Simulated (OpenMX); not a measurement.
Crystal: HfGe.

```
CELL_PARAMETERS angstrom
3.50084 0.00000 0.00000
0.00000 3.50084 0.00000
0.00000 0.00000 3.50084
ATOMIC_POSITIONS crystal
Hf 0.00000 0.00000 0.00000
Ge 0.50000 0.50000 0.50000
```

The cell was built by a generator and needn't be a form met in nature.

The cell isn't the ideal one: as made, not relaxed: species swapped into the ErZn type (Pm-3m, No. 221).

- Program: OpenMX 3.8.5
- Task: relaxation of cell and atoms
- Functional: PBE
- Potentials or basis: OpenMX 2013 PBE set, Hf7.0-s3p2d2, Ge7.0-s2p2d1, grid cutoff 400 Ry
- k mesh: 5 × 5 × 5
- Occupations: fermi-dirac, width 0.05 eV
- Spin: no spin polarisation

At the start: pressure -10.6 GPa; volume 21.45 Å³/atom.

Problem. How do energy, volume and symmetry change on relaxing?

Solution. Over 11 steps the energy falls by 85.3 meV/atom and the volume is 19.14 Å³/atom (-10.8 %); space group Pm-3m (No. 221, to 0.05 Å).

The path:
| step | energy change (eV) | largest force (eV/Å) | pressure (GPa) | volume (Å³) |
| --- | --- | --- | --- | --- |
| 1 | 0.0000 | 0.0000 | -10.61 | 42.91 |
| 2 | -0.0251 | 0.0000 | -9.92 | 42.52 |
| 3 | -0.0466 | 0.0000 | -9.26 | 42.16 |
| 4 | -0.0654 | 0.0000 | -8.64 | 41.83 |
| 5 | -0.0815 | 0.0000 | -8.05 | 41.53 |
| 6 | -0.1141 | 0.0000 | -6.57 | 40.83 |
| 7 | -0.1354 | 0.0000 | -5.32 | 40.27 |
| 8 | -0.1477 | 0.0000 | -4.36 | 39.88 |
| 9 | -0.1705 | 0.0000 | 0.38 | 38.19 |
| 10 | -0.1701 | 0.0000 | 0.79 | 38.06 |
| 11 | -0.1706 | 0.0000 | 0.08 | 38.29 |

Final structure:
```xyz
2
Lattice="3.3704 0.0000 0.0000 0.0000 3.3704 0.0000 0.0000 0.0000 3.3704" Properties=species:S:1:pos:R:3 pbc="T T T"
Hf    0.0000    0.0000    0.0000
Ge    1.6852    1.6852    1.6852
```

Caveat: volumes in these bases differ from converged ones by about 1 %, for some elements by several; the energies along the path lack the entropy term of the smearing; the basis of atomic orbitals isn't converged, which shifts pressures, moduli and gaps.
